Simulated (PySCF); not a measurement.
# C3H7BO2: the cost of one run

Computed with PySCF 2.14.0, with density-fitted response routines of our own, on a single molecule in the gas phase. Atoms count from 0, in the outputs and in this text.

## Step 1: The molecule as given

13 atoms, charge 0, multiplicity 1; geometry from: GFN2-xTB. The atoms were then displaced at random by about 0.01 Å, so the start is not that level's minimum.

Bonds of the start (Å): C0–B1 1.60, B1–O2 1.38, O2–C3 1.36, C3–C4 1.54, C4–O5 1.42, O5–B1 1.37, C0–H6 1.09, C0–H7 1.06, C0–H8 1.09, C3–H9 1.12, C3–H10 1.10, C4–H11 1.09, C4–H12 1.10.

## Step 2: Optimising the geometry at PBE0-D3(BJ)/def2-SVP

What the job is given:

```
{"job": {"xc": "PBE0", "basis": "def2-SVP", "d3": "d3bj", "grid": 1, "shake": 0.01, "kind": "geom"}, "charge": 0, "multiplicity": 1}
C      2.232520     0.127740     0.382720
B      0.653220     0.034640     0.117520
O      0.073370    -0.847270    -0.765390
C     -1.273930    -0.667310    -0.758550
C     -1.564030     0.459640     0.254660
O     -0.282570     0.823540     0.735860
H      2.430850     0.498330     1.385480
H      2.724930    -0.793700     0.221330
H      2.659450     0.871010    -0.289540
H     -1.785420    -1.612230    -0.449680
H     -1.642130    -0.406000    -1.756310
H     -2.017900     1.345130    -0.189500
H     -2.202550     0.149580     1.101070
```

The run is started by

```sh
$ OMP_NUM_THREADS=1 python probes_run.py task.json out
```

One launch serves the whole session: the jobs run in the order shown.

**Question.** How long does this first job take on 1 thread of Arm Neoverse V1, shared host, and how much memory does it need?

About 26 s, with a peak of 0.51 GiB.
